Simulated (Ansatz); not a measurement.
# Tc: the cost of one run

Method: DFT PBEsol, scalar-relativistic, in Ansatz 0.2.0.

## Step 1: The structure to begin with

It takes space group Fm-3m (No. 225, cubic). The conventional cell has a = 3.900 Å, b = 3.900 Å, c = 3.900 Å, α = 90.00°, β = 90.00°, γ = 90.00°. Tc (site symmetry m-3m) is surrounded by 12 Tc at 2.76 Å.

Structure file:

```cif
data_structure
_symmetry_space_group_name_H-M 'Fm-3m'
_symmetry_Int_Tables_number 225
_cell_length_a 3.9000
_cell_length_b 3.9000
_cell_length_c 3.9000
_cell_angle_alpha 90.000
_cell_angle_beta 90.000
_cell_angle_gamma 90.000
_cell_volume 59.32
loop_
_atom_site_label
_atom_site_type_symbol
_atom_site_symmetry_multiplicity
_atom_site_Wyckoff_symbol
_atom_site_fract_x
_atom_site_fract_y
_atom_site_fract_z
_atom_site_occupancy
Tc1 Tc 4 a 0.00000 0.00000 0.00000 1
```

The file gives the conventional cell by its symmetry; the runs use the cell typed in the input.

## Step 2: After the deformation

Space group Fm-3m before, I4/mmm after.

## Step 3: LAPW, all electrons

input.yaml

```yaml
crystal:
  lattice:
    - [0.0, 1.9695, 1.95]
    - [1.9695, 0.0, 1.95]
    - [1.9695, 1.9695, 0.0]
  atoms:
    - { symbol: Tc, position: [0.0, 0.0, 0.0] }
kpoints:
  mp_grid: { grid: [18, 18, 18] }
  band_path:
    path:
      - [0.0, 0.0, 0.0]
      - [0.0, 0.5, 0.5]
      - [0.25, 0.75, 0.5]
      - [0.0, 0.5, 0.0]
      - [0.0, 0.0, 0.0]
      - [0.5, 0.5, 0.0]
      - [0.3775125, 0.6224875, 0.0]
      - [-0.3775125, 0.3775125, 0.0]
      - [0.0, 0.0, 0.0]
    npoints: 5
scf:
  occupations: { method: fermi_dirac, width: 0.03 }
hamiltonian:
  xc: pbesol
  pseudopotentials: { kind: all_electron, lapw: { basis_error: 0.00025 } }
output:
  forces: true
  stress: true
  eigenvalues: true
```

Launch:

```console
> ansatz run input.yaml --threads 1 --pin off --max-ram 3072MiB --backend cpu --events-out ev --progress --plain --runs-dir out
```

Q: Estimate wall time and peak memory on 1 thread of Intel Xeon 6975P-C (Granite Rapids), shared host.

About 25 s, with a peak of 0.75 GiB.
